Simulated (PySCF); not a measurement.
# Bi2N2 (Bi2(N)2): the cost of one run

Program: PySCF 2.14.0. Level of theory: PBE0, Bi def2-SVP with ECP60, N def2-SVP; scalar-relativistic core potentials, no spin–orbit coupling. These are calculated values, not measurements.

2 further runs of the same task are left out: 2 for a known fault of the program.

**1. The starting structure**

4 atoms, charge 0, spin multiplicity 1.

Bond lengths: Bi1–Bi2 3.084 Å, Bi1–N3 2.046 Å, Bi1–N4 2.248 Å, Bi2–N3 2.248 Å, Bi2–N4 2.046 Å. Angles: Bi2–Bi1–N3 46.8°, Bi2–Bi1–N4 41.5°, N3–Bi1–N4 88.3°, Bi1–Bi2–N3 41.5°, Bi1–Bi2–N4 46.8°, N3–Bi2–N4 88.3°, Bi1–N3–Bi2 91.7°, Bi1–N4–Bi2 91.7°.

As a file:

```xyz
4

Bi   -0.04564    0.00000    1.54155
Bi    0.04564    0.00000   -1.54155
N     1.48577    0.00000    0.18420
N    -1.48577    0.00000   -0.18420
```

Formal oxidation states: Bi +3. An earlier session relaxed this geometry at PBE0, Bi def2-SVP with ECP60, N def2-SVP (singlet, point group C2h).

Its energy there is -538.402155 Eh.

**2. Atoms moved at random, σ = 0.06 Å**

Input file run.py (the lines that set the calculation):

```python
mol = gto.M(atom='''
Bi     0.02743     0.02442     1.54825
Bi     0.06179     0.00804    -1.52747
N      1.39211    -0.06364     0.17561
N     -1.48133     0.03118    -0.19639''',
    basis={'Bi': 'def2-SVP', 'N': 'def2-SVP'},
    ecp={'Bi': 'def2-SVP'},
    charge=0, spin=0)
mf = dft.RKS(mol, xc='PBE0')
mf.grids.atom_grid = (50, 194)
mf = mf.density_fit()  # fitting sets: Bi def2-universal-JKFIT, N def2-universal-JKFIT
mf.conv_tol = 1e-08; mf.max_cycle = 55
mf.kernel(dm0)  # dm0: the density of the relaxed state
```

Run with:

```bash
$ OMP_NUM_THREADS=2 python run.py
```

**Question.** How long does this run take on 2 threads of Arm Neoverse V1, shared host?

About 2.6 s.
